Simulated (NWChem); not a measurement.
**CF4 (tetrafluoromethane): PBE0/6-311+G(d,p)**

Aim: the electronic atomisation energy of CF4 (tetrafluoromethane) at PBE0/6-311+G**, from 3 runs. 

The calculation is run with NWChem 7.3.0.

7 further runs of the same task are left out: 6 that didn't finish, 1 set aside as unsound or not needed.

## 1. The molecule

CF4 has 5 atoms, charge 0, and is taken as a singlet. As SMILES, `FC(F)(F)F`. The shape is that of a PBE0-D4/def2-TZVP optimisation.

Bond lengths: F1–C2 1.318 Å, C2–F3 1.318 Å, C2–F4 1.318 Å, C2–F5 1.318 Å. Angles: F1–C2–F3 109.5°, F1–C2–F4 109.5°, F1–C2–F5 109.5°, F3–C2–F4 109.5°, F3–C2–F5 109.5°, F4–C2–F5 109.5°.

## 2. The energy at PBE0/6-311+G(d,p)

Contents of cf4.nw:

```
start cf4
title "CF4"
memory stack 880 mb heap 220 mb global 1100 mb
geometry units angstroms noautosym nocenter noautoz
  F     -0.850100     0.025300     0.989500
  C      0.010000    -0.014700    -0.008300
  F      1.157500    -0.501300     0.420100
  F     -0.464000    -0.786000    -0.966200
  F      0.196600     1.203000    -0.476700
end
basis spherical bse
  * library 6-311+G**
end
dft
  xc pbe0
  grid lebedev 99 14
  convergence energy 1e-08
  iterations 100
  mulliken
  print low
end
task dft
```

Started as:

```console
$ nwchem cf4.nw > cf4.out
```

Log (excerpt; [...] marks lines left out):

```text
[...]
 d= 0,ls=0.0,diis     1   -436.9931776674 -6.43D+02  1.33D-02  2.39D+00     1.8
[...]
 d= 0,ls=0.0,diis     7   -437.2109756068 -4.40D-09  3.08D-07  2.20D-09    10.2
         Total DFT energy =     -437.210975606821
      One electron energy =    -1017.199163135504
           Coulomb energy =      420.680958949662
    Exchange-Corr. energy =      -46.912841570804
 Nuclear repulsion energy =      206.220070149824
[...]
      Total Density - Mulliken Population Analysis
     ---------------------------------------------
    Atom       Charge   Shell Charges
 -----------   ------   -------------------------------------------------------
    1 F    9     9.13   1.08  0.92  1.17  1.09  2.37  0.88  1.60 -0.03  0.06  0.01
    2 C    6     5.48   1.10  0.89  0.54  0.79  1.43 -0.08  0.32  0.02  0.08  0.39
    3 F    9     9.13   1.08  0.92  1.17  1.09  2.37  0.88  1.60 -0.03  0.06  0.01
    4 F    9     9.13   1.08  0.92  1.17  1.09  2.37  0.88  1.60 -0.03  0.06  0.01
    5 F    9     9.13   1.08  0.92  1.17  1.09  2.37  0.88  1.60 -0.03  0.06  0.01
[...]
```

Wall time 11 s (1 thread of AMD EPYC 9R14 (Zen 4), shared host); peak memory 0.12 GiB.

## 3. The C atom, same level

Contents of nw.nw:

```
start nw
title "C PBE0"
memory stack 880 mb heap 220 mb global 1100 mb

geometry units angstrom noautosym nocenter noautoz
 C        0.000000       0.000000       0.000000
end

basis spherical bse
 * library 6-311+G**
end

dft
 xc pbe0
 mult 3
 grid lebedev 99 14
 convergence energy 1e-08
 maxiter 100
 mulliken
 noprint "final vectors analysis"
end

task dft energy
```

Run the same way, it converges to -37.80297 Eh (log not shown).

## 4. The F atom

Contents of mymol.xyz:

```xyz
1
F energy
F      0.000000     0.000000     0.000000
```

Contents of mymol.nw:

```
start mymol
title "F energy"
memory total 2200 mb

geometry units angstroms noautosym nocenter noautoz
  load format xyz mymol.xyz
end

basis spherical bse
  * library 6-311+G**
end

dft
  xc pbe0
  mult 2
  grid lebedev 99 14
  convergence energy 1e-08
  iterations 100
  mulliken
  print low
end

task dft energy
```

Started as:

```console
$ nwchem mymol.nw > mymol.out
```

Log (excerpt; [...] marks lines left out):

```text
[...]
 d= 0,ls=0.0,diis     1    -99.6556409806 -9.97D+01  3.84D-03  7.75D-02     0.1
[...]
 d= 0,ls=0.0,diis     7    -99.6660279371 -9.41D-10  5.34D-08  4.38D-12     0.4
[...]
         Total DFT energy =      -99.666027937085
      One electron energy =     -139.134334620902
           Coulomb energy =       49.747378776538
    Exchange-Corr. energy =      -10.279072092720
 Nuclear repulsion energy =        0.000000000000
[...]
      Total Density - Mulliken Population Analysis
     ---------------------------------------------
    Atom       Charge   Shell Charges
 -----------   ------   -------------------------------------------------------
    1 F    9     9.00   1.08  0.92  1.14  1.14  2.22  0.87  1.52 -0.01  0.12  0.00
     --------------------------------------------
      Spin Density - Mulliken Population Analysis
     --------------------------------------------
    Atom       Charge   Shell Charges
 -----------   ------   -------------------------------------------------------
    1 F    9     1.00  -0.00  0.00  0.25  0.02  0.48 -0.02  0.27 -0.01  0.00  0.00
[...]
      <S2> =      0.7513 (Exact =     0.7500)
[...]
```

Wall time 0.95 s (1 thread of AMD EPYC 9R14 (Zen 4), shared host); peak memory 0.11 GiB.

## 5. Outcome

Level: PBE0/6-311+G**.

| quantity | value |
| --- | --- |
| molecule: total energy | -437.21098 Eh |
| C atom: total energy | -37.80297 Eh |
| C atom: ⟨S²⟩ | 2.003 |
| F atom: total energy | -99.66603 Eh |
| F atom: ⟨S²⟩ | 0.751 |
| electronic atomisation energy | 20.242 eV |

Taking the molecule apart into free atoms costs 20.24 eV (467 kcal/mol), before zero-point energy and without spin-orbit coupling. Mulliken charges (molecule) run from -0.13 on F1 to +0.52 on C2; in a basis this large or diffuse they mean little.
